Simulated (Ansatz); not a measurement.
**Al(NH3)F3 (AlF3H3N): geometry, orbitals and charge**

Aim: characterise Al(NH3)F3 (AlF3H3N) as a singlet: its structure, frontier levels and distribution of charge.

Program: Ansatz 0.2.0, Gaussian basis. Level of theory: RKS PBE0-D4/def2-TZVP. These are calculated values, not measurements.

Levels to be run: relaxation at r2SCAN-D4/def2-SVP; a search for the lowest solution at PBE0-D4/def2-SVP; a single point at PBE0-D4/def2-TZVP.

## Step 1: Where the work starts

8 atoms, charge 0, spin multiplicity 1.

Atoms are counted from 1 here; the program's logs count them from 0.

Bond lengths: Al1–N2 2.030 Å, Al1–F6 1.648 Å, Al1–F7 1.648 Å, Al1–F8 1.648 Å, N2–H3 1.016 Å, N2–H4 1.016 Å, N2–H5 1.017 Å. Angles: N2–Al1–F6 98.9°, N2–Al1–F7 98.9°, N2–Al1–F8 98.7°, F6–Al1–F7 117.5°, F6–Al1–F8 117.8°, F7–Al1–F8 117.7°, Al1–N2–H3 110.2°, Al1–N2–H4 110.5°, Al1–N2–H5 110.3°, H3–N2–H4 108.6°, H3–N2–H5 108.6°, H4–N2–H5 108.6°.

The start is a GFN2-xTB geometry.

## Step 2: Optimising with r2SCAN-D4/def2-SVP

Contents of in.yaml:

```yaml
crystal:
  periodic: [false, false, false]
  atoms:
    - {symbol: Al, position_ang: [-0.002180, 0.003550, -1.052110]}
    - {symbol: N, position_ang: [0.002530, -0.003630, 0.977650]}
    - {symbol: H, position_ang: [-0.948960, 0.038470, 1.331550]}
    - {symbol: H, position_ang: [0.516110, 0.797710, 1.334490]}
    - {symbol: H, position_ang: [0.441120, -0.852230, 1.325950]}
    - {symbol: F, position_ang: [1.624960, -0.017620, -1.311710]}
    - {symbol: F, position_ang: [-0.794450, 1.426890, -1.300540]}
    - {symbol: F, position_ang: [-0.839140, -1.393140, -1.305290]}
basis:
  gaussian: {orbitals: def2-SVP}
hamiltonian: {xc: r2scan, dispersion: d4}
scf: {omitted_lower_state_checks: [starts]}
output: {orbitals: {seedname: orbitals}}
relax: {f_tol: 0.02, max_steps: 100}
```

Launch:

```
> ansatz run in.yaml --threads 4 --pin off --events-out ev --progress --plain --max-ram 3916MiB
```

Further steps of the session: Searching for the lowest solution, PBE0-D4/def2-SVP; Single point, PBE0-D4/def2-TZVP.

**Question.** What will the summary of the whole plan be? Wanted: point group; commonest bond, hydrogen aside; HOMO, LUMO at PBE0-D4/def2-TZVP; dipole at r2SCAN-D4/def2-SVP.

The runs gave:

| quantity | value |
| --- | --- |
| point group | C3v |
| commonest bond, hydrogen aside | Al–F, 3 of mean length 1.669 Å |
| HOMO, LUMO at PBE0-D4/def2-TZVP | -10.33, -0.51 eV |
| dipole at r2SCAN-D4/def2-SVP | 6.41 D |

**Reading.** The molecule keeps its bonding pattern by the stored test; the atoms moved 0.48 Å (rms). No usable vibrations, so a minimum isn't proven.
